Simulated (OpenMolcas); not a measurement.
# Tc³⁺ among point charges: CASSCF and CASPT2 levels and susceptibility

How does a field of 3 point charges split the states of Tc³⁺, and what χT follows?

Method: state-averaged CASSCF and CASPT2, spin-orbit coupling by RASSI with atomic mean-field integrals. Code: OpenMolcas 26.06.

### 1 The system

- Species: Tc³⁺ (technetium, Z = 43, 40 electrons)
- Basis: ANO-RCC-VTZP [7s6p4d2f1g], 68 functions
- Scalar Hamiltonian: DKH2, point nucleus
- Inactive shells: 1s 2s 2p 3s 3p 3d 4s 4p
- Active space: 4 electrons in 5 orbitals (4d)
- Some configurations of this space: 4d4
- Orbitals: optimised for each spin and parity, averaged over all roots

Outer shells as boxes (Hund's rule):

4d4
```
4d [↑ ][↑ ][↑ ][↑ ][  ]
```

The ion sits among 3 point charges of -3 e arranged as a planar triangle (D3h), 1.98 Å from the ion.

The work runs as a chain of OpenMolcas steps in one folder; each step below is one input file. Labels, J, g values, rates, χT and fits are worked out afterwards by a script from the matrices that RASSI stores.

### 2 Basis and integrals

Input file a.inp:

```
&GATEWAY
Coord
1

Tc 0.0 0.0 0.0
Basis=ANO-RCC-VTZP
Group=NoSym
NoMove
AngMom=0.0 0.0 0.0
AMFI
XField
3 Angstrom 0
1.980000 0.000000 0.000000 -3.000000
-0.990000 1.714730 0.000000 -3.000000
-0.990000 -1.714730 0.000000 -3.000000
&SEWARD
```

On the command line:

```console
OMP_NUM_THREADS=1 MOLCAS_MEM=1689 MOLCAS_PROJECT=a pymolcas a.inp > a.log
```

### 3 CASSCF: quintets, 5 roots

Input file a.inp:

```
&RASSCF
FileOrb=start.orb
Symmetry=1
Spin=5
nActEl=4 0 0
Inactive=18
Ras2=5
CIRoot=5 5 1
SDav=5
CIMx=300
Iter=120 100
PrWF=0.3
OrbListing=Nothing
MaxOrb=0
>>> COPY $Project.JobIph JOB001
```

start.orb holds the contracted functions of the basis, ordered by shell, or the orbitals of the step before.

### 4 Reference wave functions, triplets, 45 roots

Input file a.inp:

```
&RASSCF
FileOrb=start.orb
Symmetry=1
Spin=3
nActEl=4 0 0
Inactive=18
Ras2=5
CIRoot=45 45 1
SDav=45
CIMx=300
Iter=120 100
PrWF=0.3
OrbListing=Nothing
MaxOrb=0
>>> COPY $Project.JobIph JOB002
```

### 5 Reference wave functions, singlets, 50 roots

Input file a.inp:

```
&RASSCF
FileOrb=start.orb
Symmetry=1
Spin=1
nActEl=4 0 0
Inactive=18
Ras2=5
CIRoot=50 50 1
SDav=50
CIMx=300
Iter=120 100
PrWF=0.3
OrbListing=Nothing
MaxOrb=0
>>> COPY $Project.JobIph JOB003
```

### 6 RASSI: spin-orbit coupling between the states

Input file a.inp:

```
&RASSI
NrOfJobIphs=3 5 45 50
1 2 3 4 5
1 2 3 4 5 6 7 8 9 10 11 12 13 14 15 16 17 18 19 20 21 22 23 24 25 26 27
28 29 30 31 32 33 34 35 36 37 38 39 40 41 42 43 44 45
1 2 3 4 5 6 7 8 9 10 11 12 13 14 15 16 17 18 19 20 21 22 23 24 25 26 27
28 29 30 31 32 33 34 35 36 37 38 39 40 41 42 43 44 45 46 47 48 49 50
IphNames
JOB001
JOB002
JOB003
EJob
SpinOrbit
DIPRint=1.0
SOCoupling=1000.0
Subsets=2
Property=9
'ANGMOM' 1 'ANGMOM' 2 'ANGMOM' 3 'MLTPL  1' 1 'MLTPL  1' 2 'MLTPL  1' 3
'AMFI' 1 'AMFI' 2 'AMFI' 3
SOProperty=3
'ANGMOM' 1 'ANGMOM' 2 'ANGMOM' 3
```

### 7 CASPT2: IPEA 0.25, imaginary shift 0.1 (closed shells correlated: 4s 4p)

Input file a.inp:

```
>>> COPY JOB001 $Project.JobIph
&CASPT2
Multistate=5 1 2 3 4 5
NoMult
Frozen=14
IPEA=0.25
Imaginary=0.1
MaxIter=60
WThr=0.0 0.3 0.05
PrWF=0.5
NoMix
>>> COPY JOB002 $Project.JobIph
&CASPT2
Multistate=45 1 2 3 4 5 6 7 8 9 10 11 12 13 14 15 16 17 18 19 20 21 22
23 24 25 26 27 28 29 30 31 32 33 34 35 36 37 38 39 40 41 42 43 44 45
NoMult
Frozen=14
IPEA=0.25
Imaginary=0.1
MaxIter=60
WThr=0.0 0.3 0.05
PrWF=0.5
NoMix
>>> COPY JOB003 $Project.JobIph
&CASPT2
Multistate=50 1 2 3 4 5 6 7 8 9 10 11 12 13 14 15 16 17 18 19 20 21 22
23 24 25 26 27 28 29 30 31 32 33 34 35 36 37 38 39 40 41 42 43 44 45 46
47 48 49 50
NoMult
Frozen=14
IPEA=0.25
Imaginary=0.1
MaxIter=60
WThr=0.0 0.3 0.05
PrWF=0.5
NoMix
```

(Steps that only read results are left out.)

Q: Predict the outcome of this session. Wanted: spin-free ground state; first state of the same spin within the active space; lowest level; next level.

The runs gave:

```
                                            quantity                                                                        value
                                              method  SS-CASPT2, IPEA 0.25, imaginary shift 0.1 (closed shells correlated: 4s 4p)
                              spin-free ground state                                              3A2, 1-fold in its orbital part
first state of the same spin within the active space                                                             3A2 at 7570 cm⁻¹
                                        lowest level                                                                    1-fold A1
                                          next level                                                                    93.9 cm⁻¹
                                         χT at 300 K                                                               1.03 cm³ K/mol
                           effective moment at 300 K                                                                      2.86 μB
```

Cost by method:

| method | time of its own steps | time with the reference |
| --- | --- | --- |
| A. CASSCF | 27 s | 27 s |
| B. SS-CASPT2, IPEA 0.25, imaginary shift 0.1, +4s 4p | 31 s | 58 s |

Times are of one thread on a shared host.

In words: The spin-free ground state (3A2) comes to 44 % from free-ion F terms and has less than the highest spin computed. χT at 300 K is 1.03, against 1.00 cm³ K/mol for the spin alone; near agreement at one temperature doesn't show that the orbital moment is quenched. CASPT2 does not keep the components of a term degenerate, and the means are used. The field of point charges can differ much from that of real complexes. With metal d orbitals alone active, the gaps between spin states are rough; where two lie within a few thousand cm-1, their order is open. This is an electrostatic model: the charges have no orbitals.
